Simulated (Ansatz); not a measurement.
**CH5AlSSi: one species, many methods**

How much do the methods differ for CH5AlSSi? The plan is to run it at one geometry with functionals of several rungs and with coupled cluster, and see how far each lands from CCSD(T) at the basis-set limit for the atomisation energy.

Method: functionals in def2-TZVPP, the program's frozen cores in correlated methods; program: Ansatz 0.2.0, Gaussian basis.

Plan: LDA (SPW92), PBE-D4, revPBE-D4, BLYP-D4, r2SCAN-D4, B97M-V, PBE0-D4, B3LYP-D4, r2SCANh-D4, r2SCAN0-D4, HSE06-D4, BHLYP-D4, CAM-B3LYP-D4, LC-ωPBE, ωB97X-V, ωB97M-V, B2PLYP, PBE-QIDH; CCSD(T)/def2-SVP; CCSD(T)/def2-TZVPP; MP2/def2-QZVPP; extrapolation to the limit; RPA on PBE.

## Step 1: Structure used throughout

An earlier PBE0-D4 in a triple-zeta def2 set relaxation fixed the geometry.

SMILES `[SH][Al]1[CH2][SiH2]1`, 9 atoms, charge 0, spin multiplicity 1.

Atoms are counted from 1 here; the program's logs count them from 0.

Bond lengths: S1–Al2 2.173 Å, S1–H5 1.345 Å, Al2–C3 1.943 Å, Al2–Si4 2.321 Å, C3–Si4 1.935 Å, C3–H6 1.090 Å, C3–H7 1.096 Å, Si4–H8 1.488 Å, Si4–H9 1.488 Å. Angles: Al2–S1–H5 93.2°, S1–Al2–C3 140.1°, S1–Al2–Si4 166.8°, C3–Al2–Si4 53.1°, Al2–C3–Si4 73.5°, Al2–C3–H6 127.7°, Al2–C3–H7 112.5°, Si4–C3–H6 118.0°, Si4–C3–H7 111.6°, H6–C3–H7 109.1°, Al2–Si4–C3 53.4°, Al2–Si4–H8 119.4°, Al2–Si4–H9 129.6°, C3–Si4–H8 113.2°, C3–Si4–H9 117.1°, H8–Si4–H9 109.5°.

## Step 2: LDA

This LDA is Slater exchange with PW92 correlation.

Contents of in.yaml:

```yaml
crystal:
  periodic: [false, false, false]
  atoms:
    - {symbol: S, position_ang: [-0.841156, 1.723090, -2.502399]}
    - {symbol: Al, position_ang: [-0.350970, 0.519999, -0.760042]}
    - {symbol: C, position_ang: [1.199084, -0.119521, 0.222071]}
    - {symbol: Si, position_ang: [-0.355999, -0.843348, 1.117869]}
    - {symbol: H, position_ang: [-2.165619, 1.622748, -2.291784]}
    - {symbol: H, position_ang: [1.962976, -0.817736, -0.119660]}
    - {symbol: H, position_ang: [1.675030, 0.669708, 0.815442]}
    - {symbol: H, position_ang: [-0.495334, -2.315758, 0.950700]}
    - {symbol: H, position_ang: [-0.539513, -0.485281, 2.550703]}
basis:
  gaussian: {orbitals: def2-TZVPP}
hamiltonian: {xc: lda}
output: {orbitals: {seedname: orbitals}}
```

Run with:

```sh
$ ansatz run in.yaml --threads 2 --pin off --events-out ev --progress --plain --max-ram 4352MiB
```

After this run come: PBE-D4 (GGA); revPBE-D4 (GGA); BLYP-D4 (GGA); r2SCAN-D4 (meta-GGA); B97M-V (meta-GGA); B3LYP-D4 (hybrid); r2SCANh-D4 (hybrid); r2SCAN0-D4 (hybrid); HSE06-D4 (hybrid); BHLYP-D4 (hybrid); CAM-B3LYP-D4 (range-separated); LC-ωPBE (range-separated); ωB97X-V (range-separated); ωB97M-V (range-separated); B2PLYP (double hybrid); PBE-QIDH (double hybrid); CCSD(T) in def2-SVP; CCSD(T) in def2-TZVPP; MP2 in def2-QZVPP; RPA on PBE orbitals.

Q: Predict the results of all the runs planned. Wanted: atomisation energy, CCSD(T)/CBS; farthest beyond LDA; mean size of error, GGA; mean size of error, meta-GGA; mean size of error, hybrid; mean size of error, range-separated; mean size of error, double hybrid; gap, smallest and largest; T1 diagnostic.

As calculated:

| quantity | value |
| --- | --- |
| atomisation energy, CCSD(T)/CBS | 2806.2 kJ/mol |
| functionals within 14.0 kJ/mol (0.5 %) | PBE0-D4, r2SCANh-D4, r2SCAN0-D4, HSE06-D4, ωB97M-V |
| farthest beyond LDA | BHLYP-D4 (-74.9 kJ/mol) |
| mean size of error, GGA | 34.4 kJ/mol |
| mean size of error, meta-GGA | 32.7 kJ/mol |
| mean size of error, hybrid | 19.9 kJ/mol |
| mean size of error, range-separated | 18.0 kJ/mol |
| mean size of error, double hybrid | 34.5 kJ/mol |
| gap, smallest and largest | 2.77 eV (LDA (SPW92)), 9.09 eV (LC-ωPBE) |
| T1 diagnostic | 0.0129 |
| triples share of the correlation energy | 4.4 % |

The LDA atomisation energy is off by 368.3 kJ/mol (13 %): it overbinds. PBE-D4 is off by +24.9 kJ/mol. Double hybrids carry the basis error of their MP2 part in triple zeta, and no dispersion term here, so their miss is partly the set-up's. By mean error the best rung here is range-separated (18.0 kJ/mol) and the worst beyond LDA is double hybrid (34.5 kJ/mol). The gap between the best rungs is small, so their order is not settled. The reference freezes the cores and leaves out relativity and excitations past (T), so misses under about 14.0 kJ/mol can't be ranked. Hartree-Fock recovers 73 % of the binding; the rest is correlation. CCSD(T) in def2-SVP is off by -194.8 kJ/mol, so the small basis spoils what the method gains. Orbital gaps span 2.8 to 9.1 eV; exact exchange widens them.
